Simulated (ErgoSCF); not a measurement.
# H2Se (SeH2): UHF/pcseg-0

Aim: the vertical singlet–triplet gap of H2Se (SeH2) at UHF/pcseg-0, from 2 runs. 

Program for the calculation: ErgoSCF 3.8.

3 further runs of the same task are left out: 3 set aside as unsound or not needed.

## (1) The system as given

The species is H2Se (3 atoms), meant as a singlet with charge 0. SMILES: `[H][Se][H]`. The shape comes from GFN2-xTB, which is rough for such elements, and wasn't checked as a minimum.

Bond lengths: Se1–H2 1.436 Å, Se1–H3 1.439 Å. Angles: H2–Se1–H3 91.3°.

## (2) A single-point energy at UHF/pcseg-0

File mol.xyz:

```xyz
3
H2Se
Se     0.005610    -0.007800    -0.669670
H      1.025160    -0.016960     0.342160
H     -1.030770     0.024760     0.327510
```

The basis set pcseg-0 is read from a file made from the Basis Set Exchange's data (not shown).

The run is started by

```console
$ ergo -m mol.xyz -e 'set_nthreads(1)' -e 'scf.use_diagonalization = 1' -e 'scf.starting_guess_disturbance = 0.05' -e 'scf.output_mulliken_pop = 1' -e 'tmpdir = "."' -e 'scf.force_unrestricted = 1' -e 'basis = "pcseg-0"' -e 'scf.max_number_of_iterations = 80' -e 'run "HF"'
```

Log:

```text
[...]
INSC SCF_general constructor, number of basis functions: 26
[...]
INSC Energy   1 =      -2092.15332728015
[...]
INDE E_LUMO =          0.15776486340
[...]
INSC Energy  12 =      -2397.98654815516  ( diff     -0.000000000011823 )
[...]
RESC CONVERGED after  12 iterations.
RESC FINAL ENERGY:      -2397.98654815516
RESC FINAL <S2> =          0.00000000000
[...]
INSC SCF: dipole_moment_x [atomic units] =      -0.00399325
INSC SCF: dipole_moment_y [atomic units] =       0.00730326
INSC SCF: dipole_moment_z [atomic units] =       0.62925823
[...]
```

Run time: 2.6 s. Hardware: 1 thread of Arm Neoverse V1, shared host; peak memory 0.26 GiB.

## (3) The triplet

File input.xyz:

```xyz
3
H2Se
Se     0.005610    -0.007800    -0.669670
H      1.025160    -0.016960     0.342160
H     -1.030770     0.024760     0.327510
```

The basis set pcseg-0 is read from a file made from the Basis Set Exchange's data (not shown).

The run is started by

```console
$ ergo -m input.xyz -e 'set_nthreads(1)' -e 'basis = "pcseg-0"' -e 'scf.max_number_of_iterations = 80' -e 'scf.starting_guess_disturbance = 0.05' -e 'scf.output_mulliken_pop = 1' -e 'scf.use_diagonalization = 1' -e 'spin_polarization = 2' -e 'tmpdir = "."' -e 'run "HF"'
```

Log:

```text
[...]
INSC SCF_general constructor, number of basis functions: 26
[...]
INSC Energy   1 =      -2092.26408958663
[...]
INDE E_LUMO =         -0.03170602053
[...]
INSC Energy  60 =      -2397.78425293634  ( diff     -0.000000000007731 )
[...]
RESC CONVERGED after  60 iterations.
RESC FINAL ENERGY:      -2397.78425293634
RESC FINAL <S2> =          2.00983981298
[...]
INSC SCF: dipole_moment_x [atomic units] =       0.76156879
INSC SCF: dipole_moment_y [atomic units] =      -0.01705290
INSC SCF: dipole_moment_z [atomic units] =      -0.13387519
[...]
```

Wall time 11 s (1 thread of Arm Neoverse V1, shared host); peak memory 0.26 GiB.

## (4) Outcome

At UHF/pcseg-0:

```
                                        quantity           value
                           singlet: total energy  -2397.98655 Eh
                          singlet: dipole moment          1.60 D
                           triplet: total energy  -2397.78425 Eh
                          triplet: dipole moment          1.97 D
                                   triplet: ⟨S²⟩           2.010
vertical energy of the triplet above the singlet        5.505 eV
```

In words: At this shape the triplet lies 5.50 eV (127 kcal/mol) above the singlet. Mulliken charges (triplet) run from -0.28 on H3 to +0.21 on Se1; they depend strongly on the basis.
